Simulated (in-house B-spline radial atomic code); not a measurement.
# Se⁵⁺: ionisation energy by several methods

One table from this session's results is given with a row withheld; the runs are named, their logs left out.

The numbers are computed with in-house B-spline radial atomic code version 1 (non-relativistic, several functionals, spin-polarised; spherical all-electron atom at the radial basis limit), except any that are marked as measured or tabulated.

### The system

```
element       : selenium (Z = 34)
charge        : +5
electrons     : 29
configuration : [Ar] 3d10 4s1
nucleus       : point
```

The outer shells:

[Ar] 3d10 4s1
```
[Ar] core
3d [↑↓][↑↓][↑↓][↑↓][↑↓]
4s [↑ ]
```

Where spins are not typed, each open shell is filled with up spins first.

Set-up of the first run:

Settings of the run:

```ini
Z = 34
electrons = 29.0
configuration = [Ar] 3d10 4s1
hamiltonian = nr
method = lda,pw
spin_polarised = True
```

Steps of the session up to this table: LDA (PW92); B3LYP, a global hybrid; TPSS, a meta-GGA; PW91, a GGA; SCAN, a meta-GGA; RPBE, a GGA; BLYP, a GGA; PBEsol, a GGA; TPSSh, a global hybrid; M06-2X, a global hybrid.

One table of the session follows, with a row left open; its other results are not shown here.

```
    method  ΔSCF (eV)
LDA (PW92)     82.145
      PW91     81.979
      RPBE          ?
      BLYP     82.216
    PBEsol     81.646
      TPSS     81.307
      SCAN     81.414
     B3LYP     81.992
     TPSSh     81.172
    M06-2X     80.993
```

**Question.** Estimate the row for RPBE.

**Answer.** ΔSCF (eV): 81.623. In the column «ΔSCF (eV)» it lies between SCAN (81.414) and PBEsol (81.646).

To keep in mind: These runs leave out relativity, which matters at this nuclear charge.
